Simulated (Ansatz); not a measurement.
# C2H7InZn: the cost of one run

The runs use Ansatz 0.2.0, Gaussian basis; the settings change from run to run.

### 1 The relaxed structure

The structure was relaxed beforehand with PBE0-D4 in a triple-zeta def2 set. In takes a core potential in def2 sets; no spin-orbit term is included.

11 atoms, charge 0, spin multiplicity 1.

Atoms are counted from 1 here; the program's logs count them from 0.

Bond lengths: C1–Zn2 1.941 Å, C1–H5 1.093 Å, C1–H6 1.093 Å, C1–H7 1.093 Å, Zn2–C3 1.938 Å, C3–In4 2.134 Å, C3–H8 1.095 Å, C3–H9 1.095 Å, In4–H10 1.731 Å, In4–H11 1.732 Å. Angles: Zn2–C1–H5 111.0°, Zn2–C1–H6 111.1°, Zn2–C1–H7 111.0°, H5–C1–H6 107.9°, H5–C1–H7 107.9°, H6–C1–H7 107.9°, C1–Zn2–C3 179.6°, Zn2–C3–In4 113.6°, Zn2–C3–H8 107.7°, Zn2–C3–H9 107.7°, In4–C3–H8 109.3°, In4–C3–H9 109.3°, H8–C3–H9 109.3°, C3–In4–H10 120.2°, C3–In4–H11 120.2°, H10–In4–H11 119.6°.

Coordinates:

```mol
C2H7InZn
  3D, bonds by distance, orders not assigned

 11 10  0  0  0  0  0  0  0  0999 V2000
   -0.9510    2.4046   -0.2853 C   0  0
    0.1286    0.7919   -0.2393 Zn  0  0
    1.1966   -0.8245   -0.1889 C   0  0
    0.1487   -2.5184    0.5780 In  0  0
   -1.2601    2.6979    0.7214 H   0  0
   -0.3945    3.2379   -0.7215 H   0  0
   -1.8541    2.2547   -0.8828 H   0  0
    1.5266   -1.0366   -1.2107 H   0  0
    2.0709   -0.6260    0.4390 H   0  0
    0.1515   -2.8479    2.2779 H   0  0
   -0.7631   -3.5337   -0.4878 H   0  0
  1  2  8  0
  2  3  8  0
  3  4  8  0
  1  5  8  0
  1  6  8  0
  1  7  8  0
  3  8  8  0
  3  9  8  0
  4 10  8  0
  4 11  8  0
M  END
```

### 2 B97M-V/ANO-RCC-VTZP

Options: high accuracy, the search for lower states set to off.

Input file in.yaml:

```yaml
crystal:
  periodic: [false, false, false]
  atoms:
    - {symbol: C, position_ang: [-0.951029, 2.404602, -0.285289]}
    - {symbol: Zn, position_ang: [0.128591, 0.791935, -0.239344]}
    - {symbol: C, position_ang: [1.196623, -0.824516, -0.188874]}
    - {symbol: In, position_ang: [0.148722, -2.518394, 0.578006]}
    - {symbol: H, position_ang: [-1.260140, 2.697859, 0.721427]}
    - {symbol: H, position_ang: [-0.394543, 3.237949, -0.721515]}
    - {symbol: H, position_ang: [-1.854113, 2.254707, -0.882788]}
    - {symbol: H, position_ang: [1.526604, -1.036564, -1.210741]}
    - {symbol: H, position_ang: [2.070906, -0.625980, 0.439015]}
    - {symbol: H, position_ang: [0.151511, -2.847912, 2.277853]}
    - {symbol: H, position_ang: [-0.763143, -3.533676, -0.487751]}
basis:
  gaussian: {orbitals: ANO-RCC-VTZP}
hamiltonian: {xc: {name: B97M-V}}
accuracy: high
scf: {lower_state_search: off}
output: {forces: true}
```

Run with:

```
$ ansatz run in.yaml --threads 4 --pin off --events-out ev --progress --plain --max-ram 10444MiB
```

Q: Estimate wall time and peak memory on 4 threads of Arm Neoverse V2, shared host.

About 5.6 min, with a peak of 2.7 GiB.
